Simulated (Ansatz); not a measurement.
AlSn:

```
Sn Al
1.0
     4.19811    0.00000    0.00000
    -2.09905    3.63567    0.00000
     0.00000    0.00000    3.30685
Sn Al
1 1
Cartesian
  0.0000 2.4238 1.6534
  0.0000 0.0000 0.0000
```

The cell comes from a database or a generator and needn't be the stable form of this composition.

- Program: Ansatz 0.2.0
- Task: relaxation of cell and atoms
- Functional: HSE06
- Potentials or basis: Ansatz PAW
- Cutoff: 420 eV (not typed: the program's choice for these potentials)
- k mesh: 4 × 4 × 4
- Occupations: fermi-dirac, width 0.05 eV
- Spin: no spin polarisation

At the start: volume 25.24 Å³/atom.

How do energy, volume and symmetry change on relaxing?

It ends after 6 steps and the volume is 24.32 Å³/atom (-3.6 %); space group P-6m2 (No. 187, to 0.05 Å).

The path:
| step | energy change (eV) | largest force (eV/Å) | volume (Å³) |
| --- | --- | --- | --- |
| 1 | 0.0000 | 0.0000 | 50.47 |
| 2 | -0.1606 | 0.0000 | 50.52 |
| 3 | -0.1915 | 0.0000 | 48.82 |
| 4 | -0.1917 | 0.0000 | 48.69 |
| 5 | -0.1918 | 0.0000 | 48.63 |
| 6 | -0.1918 | 0.0000 | 48.63 |

Final structure:
```xyz
2
Lattice="3.9981 0.0000 0.0000 -1.9990 3.4624 0.0000 0.0000 0.0000 3.5130" Properties=species:S:1:pos:R:3 pbc="T T T"
Sn    0.0000    2.3083    1.7565
Al    0.0000    0.0000    0.0000
```

Caveat: the k mesh is coarse (spacing up to 0.48 Å⁻¹), so the values aren't converged, least of all with exact exchange; the plane-wave basis is chosen anew once the cell has moved, so the energies of steps on either side of that aren't comparable; the PAW data sets come from PBE, with cores solved anew for the run's functional, which leaves a small shift of forces and pressure.
